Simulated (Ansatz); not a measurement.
Consider an atomisation energy of C2H4AlF, SMILES F[CH]1[CH2][AlH]1 (Ansatz 0.2.0, Python API).

`tae_c2h4alf.py`:
```python
"""Energy to split C2H4AlF into its atoms."""

from collections import Counter

import ansatz as az

BASIS = "cc-pVTZ"
FUNCTIONAL = "HF"


def energy_of(molecule, charge=0, unpaired=0):
    calc = molecule.calculation().basis(gaussian=BASIS).functional(FUNCTIONAL)
    if charge:
        calc = calc.charge(charge)
    if unpaired:
        calc = calc.spin("collinear", total=unpaired)
    report = calc.run().report
    if report["published_state_doubts"]:
        print("  doubts:", report["published_state_doubts"])
    return report["free_energy_ev"]

geometry = (
    az.Crystal.molecule()
    .atom("F", (-1.6898, -0.6839, 0.4018))
    .atom("C", (-0.4734, -0.2036, 0.7212))
    .atom("C", (0.0136, 0.8712, -0.2428))
    .atom("Al", (1.0393, -0.8695, -0.4738))
    .atom("H", (-0.2708, -0.0115, 1.779))
    .atom("H", (-0.671, 1.1775, -1.026))
    .atom("H", (0.6663, 1.6665, 0.2737))
    .atom("H", (1.478, -2.0038, -1.4888))
)

# unpaired electrons of the ground-state atoms
unpaired = {"F": 1, "C": 2, "Al": 1, "H": 1}
counts = Counter(site.symbol for site in geometry.cartesian_sites)
atom_energy = {s: energy_of(az.Crystal.molecule().atom(s, (0, 0, 0)), 0, unpaired[s]) for s in counts}
whole = energy_of(geometry, 0, 0)
for s, e in atom_energy.items():
    print(f"{s:2s} x{counts[s]}  {e:14.5f} eV")
print(f"C2H4AlF: {whole:.5f} eV")
split = sum(counts[s] * e for s, e in atom_energy.items()) - whole
print(f"atomisation energy (no zero-point term): {split:.3f} eV, {split / sum(counts.values()):.3f} eV an atom")
```

What does it cost to take this molecule apart into atoms?

19.271 eV from the electronic energies, without the zero-point term.

The run itself:

```console
$ python tae_c2h4alf.py
F  x1     -2704.96206 eV
C  x2     -1025.63982 eV
Al x1     -6581.86397 eV
H  x4       -13.60052 eV
C2H4AlF: -11411.77900 eV
atomisation energy (no zero-point term): 19.271 eV, 2.409 eV an atom
```

Reading the output:
- Total energies depend on the basis set; only differences at equal settings carry meaning.
- The geometry is a force-field or estimated start, not a minimum of this method, and the basis set is short of its limit. All parts are taken at fixed geometry, without zero-point energy.
- Hartree-Fock leaves correlation out, so bond, atomisation and ionisation energies come out well too low.
- For Al to Cl the sets with a tight d function, cc-pV(X+d)Z, are usual.
- Wall time of the script: 2.5 s on 1 thread of Intel(R) Xeon(R) Processor @ 2.30GHz, with other jobs on the host, peak memory 0.36 GiB.
